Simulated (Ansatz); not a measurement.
**CH6B2ClN: up Jacob's ladder to CCSD(T)**

The task here is to estimate one member of a computed series from the others.

The runs use Ansatz 0.2.0, Gaussian basis; functionals in def2-TZVPP, the program's frozen cores in correlated methods.

Plan: LDA (SPW92), PBE-D4, revPBE-D4, BLYP-D4, r2SCAN-D4, B97M-V, PBE0-D4, B3LYP-D4, r2SCANh-D4, r2SCAN0-D4, HSE06-D4, BHLYP-D4, CAM-B3LYP-D4, LC-ωPBE, ωB97X-V, ωB97M-V, B2PLYP, PBE-QIDH; CCSD(T)/def2-SVP; CCSD(T)/def2-TZVPP; MP2/def2-QZVPP; extrapolation to the limit; RPA on PBE.

### The geometry

An earlier PBE0-D4 in a triple-zeta def2 set relaxation fixed the geometry.

SMILES `BC(Cl)BN`, 11 atoms, charge 0, spin multiplicity 1.

Atoms are counted from 1 here; the program's logs count them from 0.

Bond lengths: B1–C2 1.536 Å, B1–H6 1.193 Å, B1–H7 1.199 Å, C2–Cl3 1.799 Å, C2–B4 1.600 Å, C2–H8 1.093 Å, B4–N5 1.385 Å, B4–H9 1.195 Å, N5–H10 1.006 Å, N5–H11 1.007 Å. Angles: C2–B1–H6 122.4°, C2–B1–H7 117.4°, H6–B1–H7 120.1°, B1–C2–Cl3 116.0°, B1–C2–B4 106.0°, B1–C2–H8 112.7°, Cl3–C2–B4 105.6°, Cl3–C2–H8 107.0°, B4–C2–H8 109.0°, C2–B4–N5 120.6°, C2–B4–H9 120.2°, N5–B4–H9 119.3°, B4–N5–H10 122.5°, B4–N5–H11 123.8°, H10–N5–H11 113.7°.

The first run:

Input file in.yaml:

```yaml
crystal:
  periodic: [false, false, false]
  atoms:
    - {symbol: B, position_ang: [1.250997, 0.503586, 1.130999]}
    - {symbol: C, position_ang: [0.303236, -0.583569, 0.601880]}
    - {symbol: Cl, position_ang: [-0.632242, -1.488631, 1.843766]}
    - {symbol: B, position_ang: [-0.786509, 0.177245, -0.288848]}
    - {symbol: N, position_ang: [-0.824599, -0.003713, -1.660965]}
    - {symbol: H, position_ang: [1.157329, 0.951731, 2.232649]}
    - {symbol: H, position_ang: [2.055064, 0.953892, 0.364582]}
    - {symbol: H, position_ang: [0.815073, -1.325370, -0.017164]}
    - {symbol: H, position_ang: [-1.574191, 0.913894, 0.225286]}
    - {symbol: H, position_ang: [-1.501013, 0.453856, -2.247966]}
    - {symbol: H, position_ang: [-0.197645, -0.609922, -2.163520]}
basis:
  gaussian: {orbitals: def2-TZVPP}
hamiltonian: {xc: lda}
output: {orbitals: {seedname: orbitals}}
```

Started as:

```
$ ansatz run in.yaml --threads 4 --pin off --events-out ev --progress --plain --max-ram 10444MiB
```

Steps of the session up to this table: LDA; PBE-D4 (GGA); revPBE-D4 (GGA); BLYP-D4 (GGA); r2SCAN-D4 (meta-GGA); B97M-V (meta-GGA); B3LYP-D4 (hybrid); r2SCANh-D4 (hybrid); r2SCAN0-D4 (hybrid); HSE06-D4 (hybrid); BHLYP-D4 (hybrid); CAM-B3LYP-D4 (range-separated); LC-ωPBE (range-separated); ωB97X-V (range-separated); ωB97M-V (range-separated); B2PLYP (double hybrid); PBE-QIDH (double hybrid).

One table of the session follows, with a row left open; its other results are not shown here.

It belongs to the step «Orbital energies across the functionals». 

```
  functional  HOMO (eV)  LUMO (eV)  gap (eV)
 LDA (SPW92)      -6.56      -3.00      3.56
      PBE-D4      -6.43      -2.71      3.72
   revPBE-D4      -6.37      -2.59      3.78
     BLYP-D4      -6.29      -2.55      3.73
   r2SCAN-D4      -6.71      -2.40      4.31
      B97M-V      -6.86      -2.48      4.38
     PBE0-D4      -7.78      -1.76      6.03
    B3LYP-D4      -7.54      -1.97      5.57
  r2SCANh-D4      -7.21      -2.07      5.14
  r2SCAN0-D4      -7.97      -1.58      6.39
    HSE06-D4      -7.38      -2.14      5.24
    BHLYP-D4      -9.03      -0.74      8.29
CAM-B3LYP-D4          ?          ?         ?
     LC-ωPBE     -10.58       0.53     11.11
     ωB97X-V     -10.21       0.42     10.63
     ωB97M-V     -10.07       0.19     10.26
```

**Question.** Estimate the row for CAM-B3LYP-D4.

The run gave: HOMO (eV): -9.17; LUMO (eV): -0.66; gap (eV): 8.51. In the column «HOMO (eV)» it lies between ωB97M-V (-10.07) and BHLYP-D4 (-9.03).
